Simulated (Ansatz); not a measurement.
# C2H2Cl2Si (SMILES C#C[SiH](Cl)Cl) at PBE/def2-SVP

Aim: the electronic atomisation energy of C2H2Cl2Si at PBE/def2-SVP, from 5 runs. 

Program for the calculation: Ansatz 0.2.0.

63 further runs of the same task are left out: 1 that didn't finish, 62 set aside as unsound or not needed.

## (1) The molecule

C2H2Cl2Si: 7 atoms, total charge 0, spin state singlet. As SMILES, `C#C[SiH](Cl)Cl`. Geometry: relaxed at PBE0-D4/def2-TZVP.

Bond lengths: C1–C2 1.205 Å, C2–Si3 1.807 Å, Si3–Cl4 2.037 Å, Si3–Cl5 2.037 Å, C1–H6 1.066 Å, Si3–H7 1.472 Å. Angles: C1–C2–Si3 179.1°, C2–Si3–Cl4 109.2°, C2–Si3–Cl5 109.2°, Cl4–Si3–Cl5 109.6°, C2–C1–H6 179.8°, C2–Si3–H7 111.4°, Cl4–Si3–H7 108.7°, Cl5–Si3–H7 108.7°.

## (2) A single-point energy at PBE/def2-SVP

Contents of molecule.yaml:

```yaml
crystal:
  periodic: [false, false, false]
  atoms:
    - symbol: C
      position_ang: [0.222100, -0.669300, 1.881600]
    - symbol: C
      position_ang: [0.127700, -0.285200, 0.743200]
    - symbol: Si
      position_ang: [0.012700, 0.282700, -0.968900]
    - symbol: Cl
      position_ang: [-1.510600, -0.698400, -1.899200]
    - symbol: Cl
      position_ang: [-0.353700, 2.286200, -0.986900]
    - symbol: H
      position_ang: [0.302500, -1.008200, 2.889500]
    - symbol: H
      position_ang: [1.260700, 0.024000, -1.705100]
basis:
  gaussian: {orbitals: def2-SVP}
magnetization: {spin_polarized: false}
hamiltonian: {xc: pbe}
accuracy: high
output: {orbitals: {seedname: orbitals}}
```

Launch:

```sh
$ ansatz run molecule.yaml --threads 1 --pin off --max-ram 3480MiB --events-out events.jsonl --progress --plain --runs-dir runs
```

Standard output:

```text
Warning: RAYON_NUM_THREADS=1 ignored (pool sized by the plan → 1); use --threads N
Functional definition: PBE
  name "PBE"
  parameter kappa = 0.804
  parameter beta = 0.06672455060314922
  exchange = pbe_x(kappa = kappa, mu = beta*pi^2/3)
  correlation = pbe_c(beta = beta)
1847 factors; integrals over basis functions are off by at most 4.0e-9 eV
mean field evaluation 1: about -34995.8843 eV, gradient 4.3e1 eV
mean field evaluation 2: about -34987.6366 eV, gradient 6.8e1 eV
mean field evaluation 4: about -35000.6758 eV, gradient 1.6e1 eV
mean field evaluation 8: about -35001.2830 eV, gradient 3.5e-1 eV
mean field evaluation 16: about -35001.2834 eV, gradient 1.2e-5 eV
mean field -35001.28340231 eV, -1286.2734403128 hartree, gradient 4.1e-8 eV, S^2 0.000000; 0 other end points of the search recorded, 0 dependent functions left out
reference -35001.28340515 eV, -1286.2734404174 hartree; 31, 31 occupied and 61, 61 virtual orbitals, 1847 factors
Total energy: -35001.28340515 eV, -1286.2734404174 hartree
```

It took 6.6 s on 1 thread of Arm Neoverse V2, shared host; peak memory 0.22 GiB.

## (3) The C atom, same level

Contents of molecule.yaml:

```yaml
crystal:
  periodic: [false, false, false]
  atoms:
    - {symbol: C, position_ang: [0.000000, 0.000000, 0.000000]}
basis:
  gaussian:
    orbitals: def2-SVP
hamiltonian:
  xc: pbe
accuracy: high
magnetization:
  spin_polarized: true
  initial_magnetization: 2
```

Run the same way, it converges to -37.75124 Eh (log not shown).

## (4) The Cl atom, same level

Contents of run.yaml:

```yaml
crystal:
  periodic: [false, false, false]
  atoms:
    - {symbol: Cl, position_ang: [0.000000, 0.000000, 0.000000]}
basis:
  gaussian: {orbitals: def2-SVP}
magnetization: {spin_polarized: true, initial_magnetization: 1}
hamiltonian: {xc: pbe}
accuracy: high
```

Run the same way, it converges to -459.79702 Eh (log not shown).

## (5) The H atom

Contents of input.yaml:

```yaml
crystal:
  periodic: [false, false, false]
  atoms:
    - symbol: H
      position_ang: [0.000000, 0.000000, 0.000000]
basis:
  gaussian: {orbitals: def2-SVP}
accuracy: high
total_charge: 0
magnetization: {spin_polarized: true, initial_magnetization: 1}
hamiltonian: {xc: {name: PBE}}
```

Run the same way, it converges to -0.49863 Eh (log not shown).

## (6) The Si atom

Contents of job.yaml:

```yaml
crystal:
  periodic: [false, false, false]
  atoms:
    - symbol: Si
      position_ang: [0.000000, 0.000000, 0.000000]
basis:
  gaussian:
    orbitals: def2-SVP
magnetization:
  spin_polarized: true
  initial_magnetization: 2
hamiltonian:
  xc: pbe
accuracy: high
```

Run the same way, it converges to -289.12416 Eh (log not shown).

## (7) What came out

At PBE/def2-SVP:

```
                     quantity           value
       molecule: total energy  -1286.27344 Eh
        molecule: HOMO energy        -7.38 eV
        molecule: LUMO energy        -1.57 eV
      molecule: HOMO–LUMO gap         5.82 eV
         C atom: total energy    -37.75124 Eh
                 C atom: ⟨S²⟩           2.002
        Cl atom: total energy   -459.79702 Eh
                Cl atom: ⟨S²⟩           0.752
         H atom: total energy     -0.49863 Eh
                 H atom: ⟨S²⟩           0.750
        Si atom: total energy   -289.12416 Eh
                Si atom: ⟨S²⟩           2.003
electronic atomisation energy       28.722 eV
```

In words: Taking the molecule apart into free atoms costs 28.72 eV (662 kcal/mol), before zero-point energy and without spin-orbit coupling.
